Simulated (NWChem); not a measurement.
**BNH3SF (SMILES NB(F)S) at SOGGA11-X/jun-cc-pV(D+d)Z (esp resp)**

Aim: the vertical ionisation energy of BNH3SF at SOGGA11-X/jun-cc-pV(D+d)Z (esp resp), from 2 runs. 

The results are computed with NWChem 7.3.0.

2 further runs of the same task are left out: 1 that didn't finish, 1 set aside as unsound or not needed.

## 1. Starting point

BNH3SF: 7 atoms, total charge 0, spin state singlet. SMILES: `NB(F)S`. The shape is that of a GFN2-xTB optimisation. This is one conformer, not always the lowest.

Bond lengths: N1–B2 1.389 Å, B2–F3 1.331 Å, B2–S4 1.812 Å, N1–H5 1.004 Å, N1–H6 1.006 Å, S4–H7 1.327 Å. Angles: N1–B2–F3 118.2°, N1–B2–S4 123.5°, F3–B2–S4 118.2°, B2–N1–H5 125.3°, B2–N1–H6 121.2°, B2–S4–H7 96.6°, H5–N1–H6 113.5°.

## 2. A single-point energy at SOGGA11-X/jun-cc-pV(D+d)Z (esp resp)

The input, bfh3ns.nw:

```
START bfh3ns
memory total 2200 mb

GEOMETRY units angstroms
zmatrix
  N
  B 1 r2
  F 2 r3 1 a3
  S 2 r4 3 a4 1 d4
  H 1 r5 2 a5 3 d5
  H 1 r6 5 a6 2 d6
  H 4 r7 2 a7 3 d7
variables
  r2 1.389467
  r3 1.331178
  a3 118.21465
  r4 1.811903
  a4 118.23806
  d4 -179.76167
  r5 1.003633
  a5 125.28524
  d5 -179.84649
  r6 1.005559
  a6 113.46917
  d6 -179.84771
  r7 1.32701
  a7 96.6183
  d7 -179.99588
end
END

BASIS spherical
* library "jun-cc-pV(D+d)Z"
END

DFT
xc sogga11-x
mult 1
grid medium
convergence energy 1e-05
direct
END

ESP
restrain
recalculate
END

TASK dft energy
TASK esp
```

Run with:

```console
$ nwchem bfh3ns.nw > bfh3ns.out
```

Output:

```text
[...]
          Wavefunction type:  closed shell.
          No. of atoms     :     7
          No. of electrons :    40
[...]
          Charge           :     0
          Spin multiplicity:     1
[...]
          AO basis - number of functions:    96
[...]
              XC Information
              --------------
                    SOGGA11-X Method XC Functional
                     Hartree-Fock (Exact) Exchange  0.402
                     SOGGA11-X gradient correction  1.000
                   SOGGA11-X Correlation Potential  1.000
[...]
 d= 0,ls=0.0,diis     1   -579.4750766964 -7.26D+02  9.94D-03  5.88D-01     2.8
[...]
 d= 0,ls=0.0,diis     7   -579.5484533933 -1.03D-06  7.74D-06  3.08D-07    14.7
         Total DFT energy =     -579.548453393263
      One electron energy =    -1090.864998853793
           Coulomb energy =      412.576574726640
    Exchange-Corr. energy =      -48.280881851551
 Nuclear repulsion energy =      147.020852585441
[...]
 Dipole moment                                  1.337554    1.334631    1.334631
 Quadrupole moment Qxx                         -1.613212   -1.625326   -1.625326
                   Qyy                          1.140029    1.162559    1.162559
                   Qzz                          0.473183    0.462767    0.462767
[...]
```

Wall time 17 s (1 thread of Intel Xeon Platinum 8488C (Sapphire Rapids), shared host); peak memory 0.11 GiB.

## 3. The doublet cation

The input, job.xyz:

```xyz
7

N     -0.158770     0.722100     0.592520
B      0.223960    -0.562120     0.225210
F      0.639230    -1.392210     1.179430
S      0.182100    -1.169880    -1.481210
H     -0.489480     1.430730    -0.036570
H     -0.125280     1.022070     1.551710
H     -0.271750    -0.050680    -2.031090
```

The input, job.nw:

```
start job
memory stack 880 mb heap 220 mb global 1100 mb
charge 1

geometry noautosym nocenter noautoz
 load format xyz job.xyz
end

basis spherical
 N library "jun-cc-pV(D+d)Z"
 B library "jun-cc-pV(D+d)Z"
 F library "jun-cc-pV(D+d)Z"
 S library "jun-cc-pV(D+d)Z"
 H library "jun-cc-pV(D+d)Z"
end

dft
 xc sogga11-x
 mult 2
 grid medium
 convergence energy 1e-05
 direct
 maxiter 150
end

esp
 restrain
 recalculate
end

task dft energy
task esp
```

Run with:

```console
$ nwchem job.nw > job.out
```

Output:

```text
[...]
          Wavefunction type:  spin polarized.
          No. of atoms     :     7
          No. of electrons :    39
[...]
          Charge           :     1
          Spin multiplicity:     2
[...]
          AO basis - number of functions:    96
[...]
              XC Information
              --------------
                    SOGGA11-X Method XC Functional
                     Hartree-Fock (Exact) Exchange  0.402
                     SOGGA11-X gradient correction  1.000
                   SOGGA11-X Correlation Potential  1.000
[...]
 d= 0,ls=0.0,diis     1   -579.0139212076 -7.26D+02  8.18D-03  4.24D-01     3.2
[...]
 d= 0,ls=0.0,diis    11   -579.1798251204 -8.62D-07  5.52D-06  6.13D-08    25.6
[...]
         Total DFT energy =     -579.179825120395
      One electron energy =    -1080.513487919981
           Coulomb energy =      402.257522755804
    Exchange-Corr. energy =      -47.944690993493
 Nuclear repulsion energy =      147.020831037276
[...]
      <S2> =      0.7685 (Exact =     0.7500)
[...]
 Dipole moment                                  1.770186    1.752771    1.752771
 Quadrupole moment Qxx                        -11.936258  -11.941391  -11.941391
                   Qyy                         -1.422804   -1.436796   -1.436796
                   Qzz                         13.359062   13.378187   13.378187
[...]
```

It took 27 s on 1 thread of Intel Xeon Platinum 8488C (Sapphire Rapids), shared host; peak memory 0.11 GiB.

## 4. Outcome

At SOGGA11-X/jun-cc-pV(D+d)Z (esp resp):

| quantity | value |
| --- | --- |
| singlet BNH3SF: total energy | -579.54845 Eh |
| singlet BNH3SF: dipole moment | 3.37 D |
| singlet BNH3SF: HOMO energy | -8.31 eV |
| singlet BNH3SF: LUMO energy | -0.37 eV |
| singlet BNH3SF: HOMO–LUMO gap | 7.93 eV |
| doublet cation: total energy | -579.17983 Eh |
| doublet cation: HOMO energy (highest over α and β) | -15.46 eV |
| doublet cation: LUMO energy (lowest over α and β) | -11.76 eV |
| doublet cation: ⟨S²⟩ | 0.768 |
| vertical ionisation energy (to the doublet cation) | 10.031 eV |

What this shows: The vertical ionisation energy comes to 10.03 eV (231 kcal/mol). −ε(HOMO) before ionisation, 8.31 eV, is 1.72 eV below this ionisation energy.
